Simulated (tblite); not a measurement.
# C3H10N2O3Si2: the cost of one run

Computed with tblite 0.8.0 and PySCF 2.14.0, with density-fitted response routines of our own, on a single molecule in the gas phase. Atoms count from 0, in the outputs and in this text.

### 1 The starting structure

20 atoms, charge 0, multiplicity 1; geometry from: force field or distance geometry start.

Bonds of the start (Å): N0–Si1 1.70, Si1–N2 1.70, N2–Si3 1.70, Si3–C4 1.90, C4–O5 1.45, O5–C6 1.46, C6–O7 1.46, O7–C8 1.35, C8–O9 1.22, C6–Si1 2.02, N0–H10 1.03, N0–H11 1.01, Si1–H12 1.46, N2–H13 1.01, Si3–H14 1.47, Si3–H15 1.50, C4–H16 1.09, C4–H17 1.09, C6–H18 1.09, C8–H19 1.10.

### 2 Relaxing the molecule with GFN2-xTB

The job: settings as JSON, then the geometry in Å.

```
{"job": {"kind": "relax", "xc": "GFN2-xTB", "basis": "xTB"}, "charge": 0, "multiplicity": 1}
N      0.326500     2.274800     0.444000
Si    -0.369900     1.102200    -0.578600
N     -1.641400     0.725000     0.486200
Si    -2.222800    -0.829900     0.097600
C     -0.805100    -2.065000    -0.202700
O      0.169600    -1.705900    -1.214600
C      0.864600    -0.463200    -0.889900
O      1.793800    -0.715600     0.202800
C      2.854500     0.116400     0.248200
O      3.081200     1.037300    -0.517400
H     -0.347100     3.046700     0.496800
H      1.145500     2.651900    -0.009100
H     -0.863100     1.735800    -1.793400
H     -1.255600     0.731300     1.417400
H     -3.085300    -0.716100    -1.092600
H     -3.036800    -1.281100     1.272400
H     -1.247000    -3.006200    -0.533400
H     -0.281600    -2.274300     0.730900
H      1.424300    -0.201500    -1.785800
H      3.490600    -0.151900     1.109500
```

Run with:

```console
> OMP_NUM_THREADS=1 python probes_run.py task.json out
```

The driver reads the jobs from task.json and runs them one after another.

**Question.** How long does this first job take on 1 thread of Arm Neoverse V1, shared host, and how much memory does it need?

About 2.1 s, with a peak of 0.18 GiB.
